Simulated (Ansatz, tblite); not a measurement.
# The cluster Ga₃As₄: spin states and exact exchange

Aim: set other spin states of the cluster Ga₃As₄ against its doublet, on many levels of theory.

Computed with Ansatz 0.2.0, Gaussian basis. Level: as each input shows.

The runs, in order: quartet, relaxed (GFN1-xTB, GFN2-xTB, PBE0-D4/def2-SVP, PBE-D4/def2-SVP, r2SCAN-D4/def2-SVP, HF/def2-SVP, HF/STO-3G, MP2/def2-SVP); the doublet's energies come from earlier runs.

14 further runs of the same task are left out: 7 that didn't finish, 7 set aside as unsound or not needed.

### Step 1. The structure

The geometry is that of the doublet, from an earlier relaxation (PBE-D4/def2-SVP). At that level it is the lowest of the isomers that a small search found.

7 atoms, charge 0, spin multiplicity 2.

Atoms are counted from 1 here; the program's logs count them from 0.

Bond lengths: Ga1–As4 2.714 Å, Ga1–As6 2.715 Å, Ga2–As4 2.717 Å, Ga2–As6 2.715 Å, Ga2–As7 2.844 Å, Ga3–As4 2.716 Å, Ga3–As6 2.713 Å, Ga3–As7 2.845 Å, As4–As5 2.420 Å, As5–As7 2.430 Å, As6–As7 2.422 Å. Angles: As4–Ga1–As6 91.8°, As4–Ga2–As6 91.8°, As4–Ga2–As7 89.5°, As6–Ga2–As7 51.6°, As4–Ga3–As6 91.8°, As4–Ga3–As7 89.5°, As6–Ga3–As7 51.6°, Ga1–As4–Ga2 67.1°, Ga1–As4–Ga3 67.0°, Ga1–As4–As5 116.4°, Ga2–As4–Ga3 84.4°, Ga2–As4–As5 67.0° and more.

### Step 2. Relaxing the quartet

in.yaml reads:

```yaml
crystal:
  periodic: [false, false, false]
  atoms:
    - {symbol: Ga, position_ang: [1.525428, 1.484449, -1.148166]}
    - {symbol: Ga, position_ang: [-1.386103, 0.816555, -0.861719]}
    - {symbol: Ga, position_ang: [1.432933, -0.772293, 0.823300]}
    - {symbol: As, position_ang: [0.185149, 1.608907, 1.208362]}
    - {symbol: As, position_ang: [-1.213403, -0.288731, 1.753883]}
    - {symbol: As, position_ang: [0.483879, -0.958974, -1.711617]}
    - {symbol: As, position_ang: [-1.027892, -1.889912, -0.064032]}
basis:
  gaussian: {orbitals: def2-SVP}
magnetization: {spin_polarized: true, initial_magnetization: 3}
hamiltonian: {xc: pbe, dispersion: d4}
scf: {lower_state_search: "off"}
output: {orbitals: {seedname: orbitals}}
relax: {f_tol: 0.03, max_steps: 70}
```

Run with:

```bash
> ansatz run in.yaml --threads 4 --pin off --events-out ev --progress --plain --max-ram 6963MiB
```

Standard output, cut to the lines that bear on the results:

```text
Functional definition: PBE
  name "PBE"
  cite "Perdew, Burke & Ernzerhof, Phys. Rev. Lett. 77, 3865 (1996) doi:10.1103/PhysRevLett.77.3865"
  parent pbe
[...]
2517 factors; their error is unknown
[...]
mean field -400393.12694417 eV, -14714.1760189893 hartree, gradient 2.1e-6 eV, S^2 3.760500; 0 other end points of the search recorded, 0 dependent functions left out
[...]
reference -400393.12698052 eV, -14714.1760203251 hartree; 114, 111 occupied and 110, 113 virtual orbitals, 2517 factors
relax step   1: F+E_penalty+E_count = -400393.85441686 eV  Δ(F+E_penalty+E_count) = +0.000e0 eV  max|allowed force component| = 6.835e-1 eV/Å  Δτ_max = 0.0000 Å  (24 SCF iters, accepted)
[...]
relax step   5: F+E_penalty+E_count = -400394.29053682 eV  Δ(F+E_penalty+E_count) = -2.445e-3 eV  max|allowed force component| = 1.693e-2 eV/Å  Δτ_max = 0.0179 Å  (24 SCF iters, accepted)
[...]
relax step   9: F+E_penalty+E_count = -400394.29112295 eV  Δ(F+E_penalty+E_count) = -2.847e-4 eV  max|allowed force component| = 2.727e-2 eV/Å  Δτ_max = 0.0076 Å  (24 SCF iters, accepted)
[...]
relax step  13: F+E_penalty+E_count = -400394.35241970 eV  Δ(F+E_penalty+E_count) = -3.169e-2 eV  max|allowed force component| = 1.946e-1 eV/Å  Δτ_max = 0.2000 Å  (27 SCF iters, accepted)
[...]
relax step  15: F+E_penalty+E_count = -400394.36179963 eV  Δ(F+E_penalty+E_count) = +1.490e-3 eV  max|allowed force component| = 9.259e-2 eV/Å  Δτ_max = 0.0305 Å  (23 SCF iters, rejected (line search))
[...]
relax step  16: F+E_penalty+E_count = -400394.36461295 eV  Δ(F+E_penalty+E_count) = -1.323e-3 eV  max|allowed force component| = 1.159e-2 eV/Å  Δτ_max = 0.0149 Å  (23 SCF iters, accepted)
Total energy: -400394.36464902 eV, -14714.2215038033 hartree
Atom 0 at     1.085098     1.388610    -1.110569 Å, force    -0.005918    -0.008687     0.006998 eV/Å
Atom 1 at    -1.622917     0.761714    -0.836335 Å, force    -0.009792     0.002113    -0.002268 eV/Å
Atom 2 at     1.426074    -0.820652     0.867818 Å, force     0.002252     0.003975    -0.004187 eV/Å
Atom 3 at     0.507674     1.617001     1.357472 Å, force    -0.000106    -0.006602     0.004314 eV/Å
Atom 4 at    -1.207012    -0.081786     1.683274 Å, force     0.006085     0.011587    -0.001148 eV/Å
Atom 5 at     0.819767    -1.072840    -1.700370 Å, force     0.000523    -0.004978     0.006283 eV/Å
Atom 6 at    -1.008693    -1.792045    -0.261279 Å, force     0.006955     0.002591    -0.009991 eV/Å
Dipole moment:    -0.015626     0.100984    -0.090549 e Å
Checks for a lower state left out: stability, starts, cluster_reference, orbital_swaps, neighbouring_geometries, increment
```

Run time: 2.8 min. Hardware: 4 threads of Intel Xeon at 2.50GHz, shared host; peak memory 0.61 GiB.

Relaxation path: (the energy doesn't fall at every step)

| step | energy from step 1 (eV) | largest force component (eV/Å) |
| --- | --- | --- |
| 1 | 0.0000 | 0.6835 |
| 2 | -0.3066 | 0.3564 |
| 3 | -0.4108 | 0.2870 |
| 4 | -0.4337 | 0.0818 |
| 5 | -0.4361 | 0.0169 |
| 6 | -0.4363 | 0.0047 |
| 7 | -0.4363 | 0.0044 |
| 8 | -0.4364 | 0.0171 |
| 9 | -0.4367 | 0.0273 |
| 10 | -0.4374 | 0.0432 |
| 11 | -0.4567 | 0.1823 |
| 12 | -0.4663 | 0.1355 |
| 13 | -0.4980 | 0.1946 |
| 14 | -0.5089 | 0.0458 |
| 15 | -0.5074 | 0.0926 |
| 16 | -0.5102 | 0.0116 |

The force was under the threshold of 0.03 eV/Å already at step 5, but the program went on to step 16.

Close pairs (by a distance rule), those that changed most:

| bond | before (Å) | after (Å) | change (Å) |
| --- | --- | --- | --- |
| Ga2–As6 | 2.715 | 3.175 | +0.460 |
| Ga2–As4 | 2.717 | 3.175 | +0.459 |
| Ga1–Ga2 | 3.001 | 2.793 | -0.208 |
| Ga1–As6 | 2.715 | 2.545 | -0.170 |
| Ga1–As4 | 2.714 | 2.545 | -0.169 |
| As5–As7 | 2.430 | 2.597 | +0.168 |
| Ga2–As7 | 2.844 | 2.689 | -0.155 |
| Ga2–As5 | 2.845 | 2.689 | -0.155 |

Contacts that opened: Ga2–As4 2.72 to 3.18 Å, Ga2–As6 2.72 to 3.17 Å.

### Step 3. Quartet, GFN1-xTB

Tight binding, by tblite at 300 K electronic temperature and without a spin-polarisation term:

```python
tblite.interface.Calculator('GFN1-xTB', numbers, positions, charge=0, uhf=3).singlepoint()
```

Energy -364.2049 eV; 0.051 s.

### Step 4. Quartet, GFN2-xTB

Tight binding, by tblite at 300 K electronic temperature and without a spin-polarisation term:

```python
tblite.interface.Calculator('GFN2-xTB', numbers, positions, charge=0, uhf=3).singlepoint()
```

Energy -353.7326 eV; 0.064 s.

### Step 5. Quartet, PBE0-D4/def2-SVP

start.molden holds the orbitals of an earlier run on this state, given as this run's starting guess.

in.yaml reads:

```yaml
crystal:
  periodic: [false, false, false]
  atoms:
    - {symbol: Ga, position_ang: [1.085098, 1.388610, -1.110569]}
    - {symbol: Ga, position_ang: [-1.622917, 0.761714, -0.836335]}
    - {symbol: Ga, position_ang: [1.426074, -0.820652, 0.867818]}
    - {symbol: As, position_ang: [0.507674, 1.617001, 1.357472]}
    - {symbol: As, position_ang: [-1.207012, -0.081786, 1.683274]}
    - {symbol: As, position_ang: [0.819767, -1.072840, -1.700370]}
    - {symbol: As, position_ang: [-1.008693, -1.792045, -0.261279]}
basis:
  gaussian: {orbitals: def2-SVP, initial_orbitals: start.molden}
magnetization: {spin_polarized: true, initial_magnetization: 3}
hamiltonian: {xc: pbe0, dispersion: d4}
scf: {omitted_lower_state_checks: [starts]}
output: {orbitals: {seedname: orbitals}}
```

Launched as before.

Standard output:

```text
Functional definition: PBE0
  name "PBE0"
  cite "Adamo & Barone, J. Chem. Phys. 110, 6158 (1999) doi:10.1063/1.478522"
  cite "Perdew, Burke & Ernzerhof, Phys. Rev. Lett. 77, 3865 (1996) doi:10.1103/PhysRevLett.77.3865"
  parent pbe
  parameter a = 0.25
  parameter kappa = 0.804
  parameter beta = 0.06672455060314922
  exchange = (1 - a)*pbe_x(kappa = kappa, mu = beta*pi^2/3) + a*exact_x
  correlation = pbe_c(beta = beta)
these checks for a lower state are left out or cut short: starts
2221 factors; integrals over basis functions are off by at most 5.3e-4 eV
mean field evaluation 1: about -400402.8629 eV, gradient 8.7e0 eV
mean field evaluation 2: about -400403.1351 eV, gradient 3.5e-1 eV
mean field evaluation 4: about -400403.1564 eV, gradient 9.2e-3 eV
mean field -400403.15640614 eV, -14714.5445949184 hartree, gradient 1.5e-5 eV, S^2 3.773433; 0 other end points of the search recorded, 0 dependent functions left out
reference -400403.15643312 eV, -14714.5445959100 hartree; 114, 111 occupied and 110, 113 virtual orbitals, 2221 factors
Total energy: -400403.78548330 eV, -14714.5677130775 hartree
Checks for a lower state left out: starts
```

Run time: 45 s. Hardware: 4 threads of Intel Xeon at 2.50GHz, shared host; peak memory 1.6 GiB.

HOMO -5.31 eV, LUMO -3.60 eV (over both spins); ⟨S²⟩ 3.773 (pure: 3.75).

### Step 6. Quartet, PBE-D4/def2-SVP

Edit in.yaml of step 5 so:

```diff
@@ -13,3 +13,3 @@
 magnetization: {spin_polarized: true, initial_magnetization: 3}
-hamiltonian: {xc: pbe0, dispersion: d4}
+hamiltonian: {xc: pbe, dispersion: d4}
 scf: {omitted_lower_state_checks: [starts]}
```

Same command.

Standard output:

```text
Functional definition: PBE
  name "PBE"
  cite "Perdew, Burke & Ernzerhof, Phys. Rev. Lett. 77, 3865 (1996) doi:10.1103/PhysRevLett.77.3865"
  parent pbe
  parameter kappa = 0.804
  parameter beta = 0.06672455060314922
  exchange = pbe_x(kappa = kappa, mu = beta*pi^2/3)
  correlation = pbe_c(beta = beta)
these checks for a lower state are left out or cut short: starts
2517 factors; their error is unknown
mean field evaluation 1: about -400393.5603 eV, gradient 8.6e0 eV
mean field evaluation 2: about -400393.8276 eV, gradient 2.8e-1 eV
mean field evaluation 4: about -400393.6357 eV, gradient 4.4e-2 eV
mean field -400393.63567044 eV, -14714.1947143349 hartree, gradient 2.4e-5 eV, S^2 3.757242; 0 other end points of the search recorded, 0 dependent functions left out
reference -400393.63570649 eV, -14714.1947156595 hartree; 114, 111 occupied and 110, 113 virtual orbitals, 2517 factors
Total energy: -400394.36466400 eV, -14714.2215043540 hartree
Checks for a lower state left out: starts
```

Run time: 14 s. Hardware: 4 threads of Intel Xeon at 2.50GHz, shared host; peak memory 0.63 GiB.

HOMO -4.40 eV, LUMO -4.22 eV (over both spins); ⟨S²⟩ 3.757 (pure: 3.75).

### Step 7. Quartet, r2SCAN-D4/def2-SVP

Edit in.yaml of step 6 so:

```diff
@@ -13,3 +13,3 @@
 magnetization: {spin_polarized: true, initial_magnetization: 3}
-hamiltonian: {xc: pbe, dispersion: d4}
+hamiltonian: {xc: r2scan, dispersion: d4}
 scf: {omitted_lower_state_checks: [starts]}
```

The command is unchanged.

Standard output:

```text
Functional definition: r2SCAN
  name "r2SCAN"
  cite "Furness, Kaplan, Ning, Perdew & Sun, J. Phys. Chem. Lett. 11, 8208 (2020) doi:10.1021/acs.jpclett.0c02405"
  cite "Furness, Kaplan, Ning, Perdew & Sun, J. Phys. Chem. Lett. 11, 9248 (2020) doi:10.1021/acs.jpclett.0c03077"
  parent r2scan
  parameter k0 = 0.174
  parameter k1 = 0.065
  parameter a1 = 4.9479
  exchange = r2scan_x(k0 = k0, k1 = k1, a1 = a1)
  correlation = r2scan_c
these checks for a lower state are left out or cut short: starts
2517 factors; their error is unknown
mean field evaluation 1: about -400452.5267 eV, gradient 5.6e0 eV
mean field evaluation 2: about -400452.6682 eV, gradient 1.2e-1 eV
mean field evaluation 4: about -400452.4656 eV, gradient 7.4e-4 eV
mean field -400452.46560199 eV, -14716.3566744430 hartree, gradient 1.7e-5 eV, S^2 3.773679; 0 other end points of the search recorded, 0 dependent functions left out
reference -400452.46561688 eV, -14716.3566749903 hartree; 114, 111 occupied and 110, 113 virtual orbitals, 2517 factors
Total energy: -400452.59943727 eV, -14716.3615927986 hartree
Checks for a lower state left out: starts
```

It took 44 s on 4 threads of Intel Xeon at 2.50GHz, shared host; peak memory 0.74 GiB.

Report: HOMO -4.71 eV, LUMO -4.10 eV (over both spins); ⟨S²⟩ 3.774 (pure: 3.75).

### Step 8. Quartet, HF/def2-SVP

Edit in.yaml of step 7 so:

```diff
@@ -13,3 +13,3 @@
 magnetization: {spin_polarized: true, initial_magnetization: 3}
-hamiltonian: {xc: r2scan, dispersion: d4}
+hamiltonian: {xc: hf}
 scf: {omitted_lower_state_checks: [starts]}
```

Same command.

Standard output:

```text
Functional definition: HF
  name "HF"
  cite "Fock, Z. Phys. 61, 126 (1930) doi:10.1007/BF01340294"
  parent pbe
  exchange = exact_x
  correlation = 0
these checks for a lower state are left out or cut short: starts
2221 factors; integrals over basis functions are off by at most 5.3e-4 eV
mean field evaluation 1: about -400135.5076 eV, gradient 2.2e1 eV
mean field evaluation 2: about -400137.3960 eV, gradient 1.9e0 eV
mean field evaluation 4: about -400137.5618 eV, gradient 3.5e-1 eV
mean field evaluation 8: about -400137.5630 eV, gradient 2.7e-5 eV
mean field -400137.56303302 eV, -14704.7842184818 hartree, gradient 2.7e-5 eV, S^2 3.892973; 0 other end points of the search recorded, 0 dependent functions left out
reference -400137.56303302 eV, -14704.7842184818 hartree; 114, 111 occupied and 110, 113 virtual orbitals, 2221 factors
Total energy: -400137.56303302 eV, -14704.7842184818 hartree
Checks for a lower state left out: starts
```

It took 56 s on 4 threads of Intel Xeon at 2.50GHz, shared host; peak memory 1.8 GiB.

From the report: HOMO -7.37 eV, LUMO -0.58 eV (over both spins); ⟨S²⟩ 3.893 (pure: 3.75).

### Step 9. Quartet, HF/STO-3G

Edit in.yaml of step 8 so:

```diff
@@ -11,3 +11,3 @@
 basis:
-  gaussian: {orbitals: def2-SVP, initial_orbitals: start.molden}
+  gaussian: {orbitals: STO-3G}
 magnetization: {spin_polarized: true, initial_magnetization: 3}
```

Same command.

Standard output:

```text
Functional definition: HF
  name "HF"
  cite "Fock, Z. Phys. 61, 126 (1930) doi:10.1007/BF01340294"
  parent pbe
  exchange = exact_x
  correlation = 0
these checks for a lower state are left out or cut short: starts
1254 factors; integrals over basis functions are off by at most 7.4e-5 eV
mean field evaluation 1: about -395645.9947 eV, gradient 9.3e0 eV
mean field evaluation 2: about -395646.0562 eV, gradient 9.3e0 eV
mean field evaluation 4: about -395648.4472 eV, gradient 3.2e0 eV
mean field evaluation 8: about -395648.7365 eV, gradient 2.2e0 eV
mean field evaluation 16: about -395662.0174 eV, gradient 3.2e-1 eV
mean field -395662.33498088 eV, -14540.3226209843 hartree, gradient 8.8e-6 eV, S^2 4.846587; 0 other end points of the search recorded, 0 dependent functions left out
reference -395662.33498088 eV, -14540.3226209843 hartree; 114, 111 occupied and 12, 15 virtual orbitals, 1254 factors
Total energy: -395662.33498088 eV, -14540.3226209843 hartree
Checks for a lower state left out: starts
```

Wall time 1.9 min (4 threads of Intel Xeon at 2.50GHz, shared host); peak memory 1.8 GiB.

HOMO -5.13 eV, LUMO 1.00 eV (over both spins); ⟨S²⟩ 4.847 (pure: 3.75). Doubts: spin contamination.

### Step 10. Quartet, MP2/def2-SVP

Edit in.yaml of step 9 so:

```diff
@@ -11,5 +11,5 @@
 basis:
-  gaussian: {orbitals: STO-3G}
+  gaussian: {orbitals: def2-SVP, initial_orbitals: start.molden}
 magnetization: {spin_polarized: true, initial_magnetization: 3}
-hamiltonian: {xc: hf}
+correlation: {method: mp2}
 scf: {omitted_lower_state_checks: [starts]}
```

Launched as before.

Standard output:

```text
Functional definition: HF
  name "HF"
  cite "Fock, Z. Phys. 61, 126 (1930) doi:10.1007/BF01340294"
  parent pbe
  exchange = exact_x
  correlation = 0
these checks for a lower state are left out or cut short: starts
2221 factors; integrals over basis functions are off by at most 5.3e-4 eV
mean field evaluation 1: about -400135.5076 eV, gradient 2.2e1 eV
mean field evaluation 2: about -400137.3960 eV, gradient 1.9e0 eV
mean field evaluation 4: about -400137.5618 eV, gradient 3.5e-1 eV
mean field evaluation 8: about -400137.5630 eV, gradient 2.2e-5 eV
mean field -400137.56303302 eV, -14704.7842184818 hartree, gradient 2.6e-6 eV, S^2 3.892972; 0 other end points of the search recorded, 0 dependent functions left out
63 core orbitals not correlated: weight in the atoms' cores, before any rotation towards them, 1.000 or more for the frozen orbitals, at most 0.000 for the correlated occupied ones
reference -400137.56303302 eV, -14704.7842184818 hartree; 51, 48 occupied and 110, 113 virtual orbitals, 2221 factors
second order -42.11985387 eV of doubles, -0.00000000 eV of singles
Total energy: -400179.68288689 eV, -14706.3320945617 hartree
Checks for a lower state left out: starts
```

It took 63 s on 4 threads of Intel Xeon at 2.50GHz, shared host; peak memory 1.8 GiB.

From the report: Hartree-Fock HOMO -7.37 eV, LUMO -0.58 eV (over both spins); ⟨S²⟩ 3.893 (pure: 3.75).

### Step 11. Quartet less doublet

The doublet's energies are those of its earlier runs, whose logs aren't repeated here.

| level | quartet less doublet (eV) | time |
| --- | --- | --- |
| GFN1-xTB | +0.768 | 0.1 s |
| GFN2-xTB | +0.845 | 0.099 s |
| HF/STO-3G† | -3.282 | 4.6 min |
| HF/def2-SVP† | +0.002 | 2.1 min |
| PBE-D4/def2-SVP | +0.785 | 31 s |
| r2SCAN-D4/def2-SVP | +0.596 | 84 s |
| PBE0-D4/def2-SVP | +0.650 | 1.7 min |
| MP2/def2-SVP† | +0.891 | 3.1 min |

Times add the two runs; a level without a time comes out of a correlated run. † marks a level with a doubtful state (flagged, unstable, out of aufbau order, or strongly spin-contaminated); such levels are left out of the summary. Tight binding without a spin term can't rank spin states.

### Step 12. What came out

| quantity | value |
| --- | --- |
| quartet less doublet, functionals in def2-SVP | +0.596 (r2SCAN-D4) to +0.785 eV (PBE-D4) |

What this shows: All functionals put the quartet above the doublet, over a spread of 0.189 eV. The checks for a lower quartet were left out, so another state of that spin may lie lower. These are electronic energies, without zero-point motion, entropy or surroundings.
